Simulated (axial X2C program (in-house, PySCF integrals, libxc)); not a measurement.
# WN: from the state search to constants, part 1 of 2

What are the state, bond length, wavenumber and bond energy of WN, and what does spin–orbit coupling change?

Computed with an in-house X2C program for linear molecules on PySCF integrals. Level: all-electron X2C, W dyall-cv3z, N dyall-av3z.

All values are calculated.

### Step 1. Set-up

File task.json:

```json
{
 "zs": [
  74,
  7
 ],
 "q": 0,
 "bas": [
  "dyall-cv3z",
  "dyall-av3z"
 ],
 "levels": [
  "PBE0",
  "HF",
  "M06"
 ],
 "cc": true,
 "r0": 1.8,
 "thr": -2.0,
 "nmax": 110,
 "npts": 10,
 "nst": 2,
 "ntry": 8
}
```

Keys: zs atomic numbers; q charge; bas basis sets; levels methods (HF also brings MP2); cc coupled cluster on or off; r0 starting distance in Å; thr threshold in hartree for freezing inner shells (an s shell follows its p shell); nmax most natural virtual spinors; npts points asked for on the curve; nst determinants followed; ntry starts of the search.

Command:

```bash
$ python so2c.py task.json out
```

Spin-free means the one-electron spin-free X2C Hamiltonian; two-component (2c) means X2C with spin–orbit coupling and atomic mean-field two-electron Coulomb and Gaunt terms. Basis: W dyall-cv3z contracted to [13s14p9d7f4g], N dyall-av3z contracted to [7s7p3d2f]; Gaussian nuclei, density fitting. Masses: W 183.951 u, N 14.003 u.

Notation: σ, π±, δ± give the projection m of an orbital's angular momentum (0, ±1, ±2), α and β its spin, Λ and M_S the sums; ω is the projection of a spinor's total angular momentum and Ω the sum. Logs are in hartree.

The results follow Hamiltonian by Hamiltonian and level by level.

### Step 2. Which state to follow

PBE0 moves the distance from 1.800 Å to 1.652 Å and compares determinants there.

Spin-free determinants:

```json
{"ΔE (eV)": "0.00", "state": "M_S = 3/2, Λ = 0", "open shells": "beyond closed shells: σα, δ+α, δ-α"}
{"ΔE (eV)": "0.77", "state": "M_S = 1/2, Λ = 2", "open shells": "beyond closed shells: δ+α"}
{"ΔE (eV)": "1.24", "state": "M_S = 1/2, Λ = 0", "open shells": "beyond closed shells: σβ, δ+α, δ-α"}
{"ΔE (eV)": "1.51", "state": "M_S = 1/2, Λ = 4", "open shells": "beyond closed shells: σα, δ+α, δ+β"}
{"ΔE (eV)": "1.51", "state": "M_S = 1/2, Λ = 0", "open shells": "beyond closed shells: σα, δ+β, δ-α"}
{"ΔE (eV)": "2.36", "state": "M_S = 3/2, Λ = 3", "open shells": "beyond closed shells: σα, π+α, δ+α"}
{"ΔE (eV)": "2.45", "state": "M_S = 3/2, Λ = 1", "open shells": "beyond closed shells: σα, π-α, δ+α"}
```

Two-component determinants:

| ΔE (eV) | state | open shells |
| --- | --- | --- |
| 0.00 | Ω = 3/2 | excess of +ω over −ω: ω = 1/2, ω = -3/2, ω = 5/2 |
| 0.49 | Ω = 3/2 | excess of +ω over −ω: ω = 3/2 |
| 0.98 | Ω = 1/2 | excess of +ω over −ω: ω = 1/2 |
| 1.06 | Ω = 5/2 | excess of +ω over −ω: ω = 5/2 |
| 1.24 | Ω = 1/2 | excess of +ω over −ω: ω = -1/2, ω = -3/2, ω = 5/2 |
| 1.48 | Ω = 9/2 | excess of +ω over −ω: ω = 1/2, ω = 3/2, ω = 5/2 |
| 1.52 | Ω = 7/2 | excess of +ω over −ω: ω = -1/2, ω = 3/2, ω = 5/2 |

### Step 3. PBE0, spin-free

State followed: M_S = 3/2, Λ = 0 (beyond closed shells: σα, δ+α, δ-α). The scan is laid around 1.652 Å, a first estimate of the minimum, and this SCF restarts from the orbitals of the search.

Output at 1.652 Å:

```text
spin-free X2C-1e  PBE0
basis functions 242  fitting functions 1182  grid points 5073
iter        total energy     max residual
   1     -16198.277926718     8.01e-06
   2     -16198.277926718     1.32e-05
converged
one-electron -22558.13133136  Coulomb 6529.33586309  exact exchange -82.49908114  xc functional -252.91182480  nuclear repulsion 165.92844749
```

Along the bond, energies from the lowest point:

```
R (Å)  E (eV)  μ (D)  HOMO (eV)  LUMO (eV)  iterations
1.437  1.9729  -2.97      -5.81      -2.58          15
1.503  0.8210  -3.45      -5.96      -2.68          15
1.553  0.3220  -3.76      -6.06      -2.73          15
1.602  0.0661  -4.03      -6.17      -2.78          15
1.652  0.0000  -4.26      -6.27      -2.81           2
1.710  0.1049  -4.47      -6.37      -2.84          16
1.768  0.3487  -4.62      -6.46      -2.84          17
1.842  0.7837  -4.70      -6.53      -2.80          17
1.933  1.3817  -4.63      -6.56      -2.70          17
2.065  2.2214  -4.39      -6.51      -2.55          16
```

Dipoles are positive if N is the positive end.

Outer orbitals at the reference distance:

```
symmetry  occupied  ε (eV)           atomic character
      σβ       yes  -19.57   61% N s, 17% W d, 9% W p
      σα       yes  -18.97   59% N s, 19% W d, 8% W p
     π+α       yes   -8.46           48% W d, 46% N p
     π-α       yes   -8.46           48% W d, 46% N p
     π-β       yes   -8.40   59% N p, 33% W d, 3% W f
     π+β       yes   -8.40   59% N p, 33% W d, 3% W f
      σα       yes   -8.26   46% N p, 36% W d, 9% N s
      σβ       yes   -8.21   61% N p, 23% W d, 6% N s
      σα       yes   -6.67  55% W s, 20% N p, 10% W p
     δ+α       yes   -6.27            95% W d, 2% N d
     δ-α       yes   -6.27            95% W d, 2% N d
      σβ        no   -2.81  59% W s, 10% W p, 10% N p
     π-α        no   -1.96  58% W p, 22% W d, 18% N p
     π+α        no   -1.96  58% W p, 22% W d, 18% N p
      σα        no   -1.11  48% W p, 22% W d, 18% N p
```

PBE0 fields in the half plane through the axis: z from -2.4 to 3.9 Å across, distance from the axis 0.15 to 2.25 Å upwards; W lies at z = 0 and N at z = 1.652 Å; the ELF is damped to zero where the density is low.

log10 density (e/bohr³). Ten even steps from '0' (-5.02 ) to '9' (1.80 ):
```
1122223333322222111000
1222333333333332221100
2223334444443333322110
2233344444444444332211
2233445555555554433221
2334455666655555543321
2334556777666666544322
2334567898766776654322
```

ELF. Ten even steps from '0' (0.00 ) to '9' (0.92 ):
```
0001234333210000000000
0012345544321100000000
0123445554322222110000
0223334544334544321000
1232223453246777653100
2332223665348889875310
3332236534458789997410
3332356525558119997520
```

Re = 1.647 Å, ωe = 1129 cm⁻¹, ωexe = 6.08 cm⁻¹, Be = 0.4774 cm⁻¹, De = 5.95 eV, μ = -4.23 D.

### Step 4. HF, spin-free

Output at 1.652 Å:

```text
spin-free X2C-1e  HF
basis functions 242  fitting functions 1182  grid points 5073
iter        total energy     max residual
   1     -16192.863345327     9.95e-01
   2     -16192.910498510     1.87e-02
   3     -16192.913483837     1.82e-02
   4     -16192.916607159     7.29e-03
   5     -16192.918427557     7.05e-03
   6     -16192.919455791     5.69e-03
   7     -16192.923072381     5.13e-03
   8     -16192.925929683     1.31e-03
   9     -16192.926163095     6.15e-04
  10     -16192.926189425     7.87e-04
  11     -16192.926214913     5.30e-04
  12     -16192.926218980     4.48e-04
  13     -16192.926232428     2.25e-04
  14     -16192.926238955     1.25e-04
  15     -16192.926240862     3.33e-05
  16     -16192.926241010     9.21e-06
  17     -16192.926241018     2.81e-06
  18     -16192.926241018     1.02e-06
converged
one-electron -22560.57386809  Coulomb 6532.04114730  exact exchange -330.32196772  xc functional 0.00000000  nuclear repulsion 165.92844749
```

Re = 1.824 Å, ωe = 492 cm⁻¹, Be = 0.3895 cm⁻¹, De = 1.27 eV, μ = -4.01 D. ⟨S²⟩ = 5.14 against 3.75 for a pure state, so this determinant mixes spins.

### Step 5. M06, spin-free

Output at 1.652 Å:

```text
spin-free X2C-1e  M06
basis functions 242  fitting functions 1182  grid points 5073
iter        total energy     max residual
   1     -16198.777530703     5.47e-01
   2     -16198.785202788     1.72e-02
   3     -16198.745550102     5.89e-02
   4     -16198.788305325     5.22e-03
   5     -16198.788626245     1.79e-03
   6     -16198.788675571     7.91e-04
   7     -16198.788690937     3.90e-04
   8     -16198.788705209     3.48e-04
   9     -16198.788709057     6.23e-05
  10     -16198.788709285     1.00e-05
  11     -16198.788709290     2.77e-06
  12     -16198.788709291     6.83e-07
converged
one-electron -22557.41435597  Coulomb 6528.64292564  exact exchange -89.10708858  xc functional -246.83863787  nuclear repulsion 165.92844749
```

Re = 1.646 Å, ωe = 1133 cm⁻¹, ωexe = 3.88 cm⁻¹, Be = 0.4783 cm⁻¹, De = 5.71 eV, μ = -4.03 D.

### Step 6. Correlated methods, spin-free

Correlated methods: 11 electrons correlated (frozen shells, counted by type: W 5 s, 4 p, 2 d, 1 f; N 1 s), 315 virtual spinors in MP2, 110 natural virtuals in coupled cluster.

Output of the correlated part at 1.652 Å:

```text
correlated 11  virtual 315  natural virtual 110  E(MP2) -0.337769289  MP2 remainder -0.007812104
iter   CCSD correlation   residual
   1     -0.305541119   2.18e-01
   2     -0.324193980   1.21e-01
   3     -0.336557415   6.02e-02
   4     -0.340938528   3.03e-02
   5     -0.343082779   1.34e-02
   6     -0.343159807   4.04e-03
   7     -0.343238793   1.60e-03
   8     -0.343257060   5.56e-04
   9     -0.343242113   2.39e-04
  10     -0.343253128   9.98e-05
  11     -0.343248696   4.40e-05
  12     -0.343249127   1.70e-05
  13     -0.343248584   8.50e-06
  14     -0.343248009   4.27e-06
  15     -0.343247760   2.19e-06
  16     -0.343247566   1.11e-06
  17     -0.343247498   4.99e-07
  18     -0.343247498   2.24e-07
(T) -0.022086377  T1 0.1006  D1 0.1548  max T2 0.072
```

T1 in the output is the amplitude norm over the root of the electron number; divide by √2 for the Lee–Taylor value.

MP2: No constants are quoted: the reference is strongly spin-contaminated.

CCSD: Re = 1.656 Å, ωe = 1099 cm⁻¹, ωexe = 7.09 cm⁻¹, Be = 0.4726 cm⁻¹, De = 5.26 eV. T1 at Re = 0.072 (Lee–Taylor, the printed value over √2).

CCSD(T): Re = 1.654 Å, ωe = 1128 cm⁻¹, Be = 0.4734 cm⁻¹, De = 5.73 eV. T1 at Re = 0.072 (Lee–Taylor, the printed value over √2).

### Step 7. A higher determinant, spin-free

State: M_S = 1/2, Λ = 2 (beyond closed shells: δ+α).

Output at the reference distance:

```text
spin-free X2C-1e  PBE0
basis functions 242  fitting functions 1182  grid points 5073
iter        total energy     max residual
   1     -16198.249762218     7.64e-06
   2     -16198.249762220     1.22e-05
converged
one-electron -22552.54256291  Coulomb 6523.59514428  exact exchange -82.44865277  xc functional -252.78213830  nuclear repulsion 165.92844749
```

```
R (Å)  E above the lowest PBE0 point (eV)
1.437                               2.676
1.503                               1.517
1.553                               1.029
1.602                               0.797
1.652                               0.766
1.710                               0.926
1.768                               1.240
1.842                               1.786
1.933                               2.511
```

Re = 1.636 Å, ωe = 1202 cm⁻¹, Be = 0.4843 cm⁻¹, μ = -2.86 D. Te = 0.76 eV. As a difference of two determinants it need not be a gap between pure terms.

### Step 8. The spin-free curves together

Energy (eV) of the followed determinant, spin-free, from each level's lowest point:

| R (Å) | PBE0 | HF | MP2 (spin-contaminated) | CCSD | CCSD(T) | M06 |
| --- | --- | --- | --- | --- | --- | --- |
| 1.437 | 1.973 | 2.280 | 1.620 | n/a | n/a | 1.925 |
| 1.503 | 0.821 | 1.186 | 0.424 | 0.916 | 0.954 | 0.797 |
| 1.553 | 0.322 | 0.693 | 0.017 | 0.379 | 0.391 | 0.309 |
| 1.602 | 0.066 | 0.390 | 0.000 | 0.092 | 0.092 | 0.061 |
| 1.652 | 0.000 | 0.206 | 0.273 | 0.000 | 0.000 | 0.000 |
| 1.710 | 0.105 | 0.082 | 0.764 | 0.075 | 0.083 | 0.112 |
| 1.768 | 0.349 | 0.017 | 1.276 | 0.285 | 0.303 | 0.369 |
| 1.842 | 0.784 | 0.000 | 1.855 | 0.678 | 0.714 | 0.843 |
| 1.933 | 1.382 | 0.062 | 2.429 | n/a | n/a | 1.525 |
| 2.065 | 2.221 | 0.276 | 3.101 | n/a | n/a | 2.488 |

(Continued in part 2 of 2.)
